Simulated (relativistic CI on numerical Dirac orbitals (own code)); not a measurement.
**Nd XLV (Nd⁴⁴⁺): levels and lines**

Aim: the low levels of Nd⁴⁴⁺, their labels and the strongest lines; further runs change one setting each.

Method: Dirac-Coulomb-Breit CI, KLI orbitals optimised for each configuration, model QED (radiative potential, 1s self-energy scaled to tabulated hydrogen-like ionisation energies). Code: relativistic CI on numerical Dirac orbitals (own code) version 4.

## Step 1: What is computed

```
ion                       : Nd⁴⁴⁺ (Nd XLV)
nuclear charge            : 60
electrons                 : 16
isotope                   : A = 142
first configuration typed : [Ne] 3s2 3p4
```

The outer shells:

first configuration typed
```
[Ne] core
3s [↑↓]
3p [↑↓][↑ ][↑ ]
```

## Step 2: Base run

The run's settings:

```ini
atom Nd  Z=60  charge=44  electrons=16
nucleus A=142  rms_radius_fm=4.9123
hamiltonian dirac-coulomb  breit=on  qed=on  c_scale=1
orbitals kli  potential=per-configuration
slater_scale 1
correlation none
mixing on
configurations
  [Ne] 3s2 3p4
  [Ne] 3s 3p5
  [Ne] 3s2 3p3 3d
  [Ne] 3p6
  [Ne] 3s 3p4 3d
  [Ne] 3p5 3d
  [Ne] 3s 3p3 3d2
  [Ne] 3s2 3p2 3d 4p
  [Ne] 3p5 4s
  [Ne] 3s 3p3 3d 4s
  [Ne] 3p5 4p
  [Ne] 3s2 3p3 4s
  [Ne] 3s2 3p2 3d2
  [Ne] 3s2 3p 3d3
  [Ne] 3s 3p2 3d3
  [Ne] 3s2 3p 3d2 4s
  [Ne] 3p4 3d2
  [Ne] 3p3 3d3
  [Ne] 3p3 3d2 4s
  [Ne] 3s2 3p2 3d 4s
  [Ne] 3s 3p2 3d2 4s
  [Ne] 3s2 3p 3d 4s2
end
```

On the command line:

```sh
$ python run_levels.py task.json out
```

The settings of every run stand in task.json; they run in order.

## Step 3: Correlation estimate p86

Settings: those of step 2 with these lines changed.

```diff
@@ -5,3 +5,3 @@
 slater_scale 1
-correlation none
+correlation p86
 mixing on
```

## Step 4: Without QED terms

Settings: those of step 3 with these lines changed.

```diff
@@ -2,6 +2,6 @@
 nucleus A=142  rms_radius_fm=4.9123
-hamiltonian dirac-coulomb  breit=on  qed=on  c_scale=1
+hamiltonian dirac-coulomb  breit=on  qed=off  c_scale=1
 orbitals kli  potential=per-configuration
 slater_scale 1
-correlation p86
+correlation none
 mixing on
```

## Step 5: One common potential

Settings: those of step 4 with these lines changed.

```diff
@@ -2,4 +2,4 @@
 nucleus A=142  rms_radius_fm=4.9123
-hamiltonian dirac-coulomb  breit=on  qed=off  c_scale=1
-orbitals kli  potential=per-configuration
+hamiltonian dirac-coulomb  breit=on  qed=on  c_scale=1
+orbitals kli  potential=mean
 slater_scale 1
```

(Steps that only read results are left out.)

What does the calculation give? Wanted: lowest level; first excitation; lowest level of the other parity; fastest E1 line; ionisation energy.

The runs gave:

| run | time | mean size of shift, levels followed (cm⁻¹) | lowest level | ionisation energy (eV) |
| --- | --- | --- | --- | --- |
| main run | 1.2 s | 0 | 3p4 [3p3/2^2] J=2 | 3566.6 |
| correlation estimate p86 | 1.2 s | 2178 | 3p4 [3p3/2^2] J=2 | 3568.5 |
| without QED terms | 0.88 s | 2924 | 3p4 [3p3/2^2] J=2 | 3566.8 |
| one common potential | 1.1 s | 237 | 3p4 [3p3/2^2] J=2 | - |

The tabulated theoretical ionisation energy (NIST) is 3567 eV.

| quantity | value |
| --- | --- |
| lowest level | 3p4 [3p3/2^2] J=2 |
| first excitation | 3p4 [3p3/2^2] J=0, 120811 cm⁻¹ |
| lowest level of the other parity | 3p3 3d [3p3/2 3d3/2] J=2°, 178.74 eV |
| levels in the model | 2790 |
| fastest E1 line (by rate) to the lowest level among the lowest 200 of 2790 levels | 3.704 nm, from 3p3 3d [3p1/2 3p3/2^2 3d3/2] J=3° (ii) |
| ionisation energy | 3566.6 eV |
| ionisation energy, tabulated theoretical (NIST) | 3567 eV |

3p4 [3p3/2^2] J=2 comes out lowest; its LS label holds 70 % and its jj label 99 %; over the low levels the means are 50 and 92 %, so jj coupling describes them better. The ionisation energy agrees with the tabulated theoretical value within its uncertainty of 4 eV. Of the changes tried, the run «without QED terms» moves the low levels most, by 2924 cm⁻¹ on average. Lifetimes count radiative decay inside the model alone.
